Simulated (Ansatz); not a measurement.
# Hf4H3: the cost of one run

Computed with Ansatz 0.2.0 (DFT PBE, scalar-relativistic, plane waves, PAW, unless a step names another level, unless a step's input says otherwise).

1 further run of the same task is left out (it didn't finish). Runs told in other sessions of the task aren't counted.

## (1) Starting point

Symmetry: P-42m, No. 111, tetragonal system. The conventional cell has a = 4.597 Å, b = 4.597 Å, c = 4.690 Å, α = 90.00°, β = 90.00°, γ = 90.00°. Around Hf (site symmetry m) lie 3 H at 2.00 to 2.07 Å. Around H (site symmetry -42m) lie 4 Hf at 2.07 Å. Around H (site symmetry -42m) lie 4 Hf at 2.01 Å. H (site symmetry -42m) has 4 Hf at 2.00 Å in its first shell of neighbours.

Structure file:

```cif
data_structure
_symmetry_space_group_name_H-M 'P-42m'
_symmetry_Int_Tables_number 111
_cell_length_a 4.5974
_cell_length_b 4.5974
_cell_length_c 4.6896
_cell_angle_alpha 90.000
_cell_angle_beta 90.000
_cell_angle_gamma 90.000
_cell_volume 99.12
loop_
_atom_site_label
_atom_site_type_symbol
_atom_site_symmetry_multiplicity
_atom_site_Wyckoff_symbol
_atom_site_fract_x
_atom_site_fract_y
_atom_site_fract_z
_atom_site_occupancy
Hf1 Hf 4 n 0.25614 0.25614 0.26073 1
H1 H 1 a 0.00000 0.00000 0.00000 1
H2 H 1 c 0.00000 0.00000 0.50000 1
H3 H 1 d 0.50000 0.50000 0.00000 1
```

It came out lowest among 28 distinct ends of the trial cells. At a tolerance of 0.05 Å it has space group P-42m (No. 111).

## (2) A stricter relaxation, on the response runs' mesh and smearing

The input, input.yaml:

```yaml
crystal:
  lattice:
    - [4.5973516123, 0.0, 0.0]
    - [0.0, 4.5973516123, 0.0]
    - [0.0, 0.0, 4.6895523517]
  atoms:
    - { symbol: Hf, position: [0.2561405952, 0.2561405952, 0.2607295128] }
    - { symbol: Hf, position: [0.7438594048, 0.7438594048, 0.2607295128] }
    - { symbol: Hf, position: [0.7438594048, 0.2561405952, 0.7392704872] }
    - { symbol: Hf, position: [0.2561405952, 0.7438594048, 0.7392704872] }
    - { symbol: H, position: [0.0, 0.0, 0.0] }
    - { symbol: H, position: [0.0, 0.0, 0.5] }
    - { symbol: H, position: [0.5, 0.5, 0.0] }
basis:
  ecutwfc: 420
kpoints:
  mp_grid: { grid: [8, 8, 8] }
hamiltonian:
  xc: pbe
scf:
  occupations: { method: gaussian, width: 0.1 }
output:
  forces: true
  stress: true
  eigenvalues: true
relax:
  adjacent_minimum: "off"
  f_tol: 0.001
  max_steps: 60
  cell: { stress_tol: 0.01 }
```

Run with:

```sh
> ansatz run input.yaml --threads 3 --pin off --max-ram 7680MiB --backend cpu --events-out ev --progress --plain --runs-dir out
```

**Question.** How long does this run take on 3 threads of Arm Neoverse V2, shared host, and how much memory does it need?

About 1.7 min, with a peak of 0.65 GiB.
